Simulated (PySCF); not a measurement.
# [SnF3]-: geometry, NMR shifts and electronic excitations

Wanted: the NMR shifts and electronic excitations of [SnF3]- (`[F][Sn-]([F])[F]`), by calculation.

The runs use PySCF 2.14.0, with density-fitted response routines of our own; the level of theory stands in each step. All values are computed, except where a source is named. Atoms count from 0, in the outputs and in this text.

## (1) Starting geometry

4 atoms, charge -1, multiplicity 1; geometry from: GFN2-xTB.

Bonds of the start (Å): Sn0–F1 2.26, Sn0–F2 2.26, Sn0–F3 2.26.

## (2) Relaxing the molecule at PBE0-D3(BJ)/def2-SVP

The job: settings as JSON, then the geometry in Å.

```
{"job": {"xc": "PBE0", "basis": "def2-SVP", "d3": "d3bj", "grid": 1, "maxiter": 40, "kind": "geom"}, "charge": -1, "multiplicity": 1}
Sn    -0.003600     0.003250     0.470980
F      2.168720    -0.038430    -0.140950
F     -1.050450     1.893510    -0.178070
F     -1.114670    -1.858330    -0.151950
```

**Question.** This job is followed by: GIAO PBE0/pcSseg-1 Sn:def2-TZVP NMR shielding, non-relativistic, gas phase; TDDFT CAM-B3LYP/def2-SVPD, vertical, gas phase, core orbitals frozen in the response; GIAO KT2/pcSseg-1 Sn:def2-TZVP NMR shielding, non-relativistic, gas phase. Predict these results of the whole session: point group; rotational constants (main isotopes); 19F shifts against CFCl3 (PBE0/def2-TZVP+pcSseg-1, means over atoms taken as alike); lowest singlet (CAM-B3LYP/def2-SVPD); brightest single state of those computed; lowest triplet; range of the shift of F1.

**Answer**, as computed:

| quantity | value |
| --- | --- |
| point group | C3v |
| rotational constants (main isotopes) | 4.03, 4.02, 3.05 GHz |
| 19F shifts against CFCl3 (PBE0/def2-TZVP+pcSseg-1, means over atoms taken as alike) | -71.5 ppm |
| lowest singlet (CAM-B3LYP/def2-SVPD) | 6.05 eV (205 nm), f = 0.314 |
| brightest single state of those computed | state 2, 6.06 eV, f = 0.314 |
| lowest triplet | 4.70 eV |
| range of the shift of F1 | -71.5 to -70.0 ppm |

The optimisation took 6 steps and gained 1.604 eV; among the close pairs (by a distance rule), Sn0–F1 changed most, from 2.257 to 2.002 Å. The first singlet state (HOMO→LUMO 0.98) lies at 6.05 eV and is bright; of the 10 states computed, the strongest absorption comes from states 1 to 2 together at 6.06 eV. The lowest triplet lies 1.35 eV below the lowest singlet (triplets in Tamm-Dancoff, singlets in full TDDFT). Spin-orbit coupling, left out, mixes singlets and triplets in elements this heavy. The lowest singlet lies above −ε(HOMO); no detachment energy was computed, so the anion's states may not be bound. The shift of F1 (with its like atoms) runs from -71.5 (PBE0/def2-TZVP+pcSseg-1) to -70.0 ppm (KT2/def2-TZVP+pcSseg-1). Spin-orbit coupling is left out, which matters for shieldings and couplings at and beside the heavy atoms.
